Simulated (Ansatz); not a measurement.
# H2O (water): wB97X/aug-cc-pVTZ

Aim: the electronic atomisation energy of H2O (water) at wB97X/aug-cc-pVTZ, from 3 runs. 

Program for the calculation: Ansatz 0.2.0.

24 further runs of the same task are left out: 24 set aside as unsound or not needed.

## Step 1: The system as given

H2O has 3 atoms, charge 0, and is taken as a singlet. As SMILES, `O`. Geometry: relaxed at PBE0-D4/def2-TZVP.

Bond lengths: O1–H2 0.960 Å, O1–H3 0.960 Å. Angles: H2–O1–H3 105.1°.

## Step 2: A single-point energy at wB97X/aug-cc-pVTZ

in.yaml

```yaml
crystal:
  periodic: [false, false, false]
  atoms:
    - {symbol: O, position_ang: [-0.302700, 0.200200, -0.140600]}
    - {symbol: H, position_ang: [0.466500, 0.548400, 0.315300]}
    - {symbol: H, position_ang: [-0.163800, -0.748600, -0.174700]}
basis:
  gaussian:
    orbitals: aug-cc-pVTZ
accuracy: high
hamiltonian:
  xc: {name: wB97X}
output: {orbitals: {seedname: orbitals}}
```

Run with:

```sh
$ ansatz run in.yaml --threads 1 --pin off --max-ram 3480MiB --events-out events.jsonl --progress --plain --runs-dir runs
```

Log:

```text
Warning: RAYON_NUM_THREADS=1 ignored (pool sized by the plan → 1); use --threads N
Functional definition: wB97X
  name "wB97X"
  parameter omega = 0.3/bohr
  parameter cx = 0.157706
  parameter cx1 = 0.726479
  parameter cx2 = 1.04760
  parameter cx3 = -5.70635
  parameter cx4 = 13.2794
  parameter css1 = -4.33879
  parameter css2 = 18.2308
  parameter css3 = -31.7430
  parameter css4 = 17.2901
  parameter cos1 = 2.37031
  parameter cos2 = -11.3995
  parameter cos3 = 6.58405
  parameter cos4 = -3.78132
  exchange = spin_sum(e_x_unif_sr(omega)*poly(b97_u_x, 1 - cx, cx1, cx2, cx3, cx4)) + cx*exact_x_sr(omega)
      + exact_x_lr(omega)
  correlation = spin_sum(e_c_pw_same_spin*poly(b97_u_same, 1, css1, css2, css3, css4))
      + integral(e_c_pw_opposite_spin*poly(b97_u_opposite, 1, cos1, cos2, cos3, cos4))
1351 factors; integrals over basis functions are off by at most 2.9e-9 eV
251 factors; integrals over basis functions are off by at most 2.6e-9 eV
mean field evaluation 1: about -2076.7002 eV, gradient 4.7e1 eV
mean field evaluation 2: about -2076.1626 eV, gradient 5.1e1 eV
mean field evaluation 4: about -2080.0758 eV, gradient 1.2e0 eV
mean field evaluation 8: about -2080.0789 eV, gradient 9.3e-3 eV
mean field evaluation 16: about -2080.0789 eV, gradient 5.7e-7 eV
mean field -2080.07894893 eV, -76.4414914449 hartree, gradient 1.8e-8 eV, S^2 0.000000; 0 other end points of the search recorded, 0 dependent functions left out
reference -2080.07894603 eV, -76.4414913383 hartree; 5, 5 occupied and 87, 87 virtual orbitals, 1351 factors
Total energy: -2080.07894603 eV, -76.4414913383 hartree
```

Wall time 5.4 s (1 thread of Arm Neoverse V2, shared host); peak memory 0.23 GiB.

## Step 3: The H atom at the same level

molecule.yaml

```yaml
crystal:
  periodic: [false, false, false]
  atoms:
    - symbol: H
      position_ang: [0.000000, 0.000000, 0.000000]
basis:
  gaussian: {orbitals: aug-cc-pVTZ}
hamiltonian: {xc: {name: wB97X}}
accuracy: high
magnetization: {spin_polarized: true, initial_magnetization: 1}
```

Run the same way, it converges to -0.50152 Eh (log not shown).

## Step 4: The O atom, same level

run.yaml

```yaml
basis:
  gaussian:
    orbitals: aug-cc-pVTZ
crystal:
  periodic: [false, false, false]
  atoms:
    - {symbol: O, position_ang: [0.000000, 0.000000, 0.000000]}
magnetization:
  spin_polarized: true
  initial_magnetization: 2
hamiltonian:
  xc: {name: wB97X}
accuracy: high
```

Run the same way, it converges to -75.07426 Eh (log not shown).

## Step 5: What came out

At wB97X/aug-cc-pVTZ:

```
                     quantity         value
       molecule: total energy  -76.44149 Eh
        molecule: HOMO energy     -11.70 eV
        molecule: LUMO energy       0.99 eV
      molecule: HOMO–LUMO gap      12.69 eV
         H atom: total energy   -0.50152 Eh
                 H atom: ⟨S²⟩         0.750
         O atom: total energy  -75.07426 Eh
                 O atom: ⟨S²⟩         2.005
electronic atomisation energy      9.910 eV
```

What this shows: Taking the molecule apart into free atoms costs 9.91 eV (229 kcal/mol), before zero-point energy and without spin-orbit coupling.
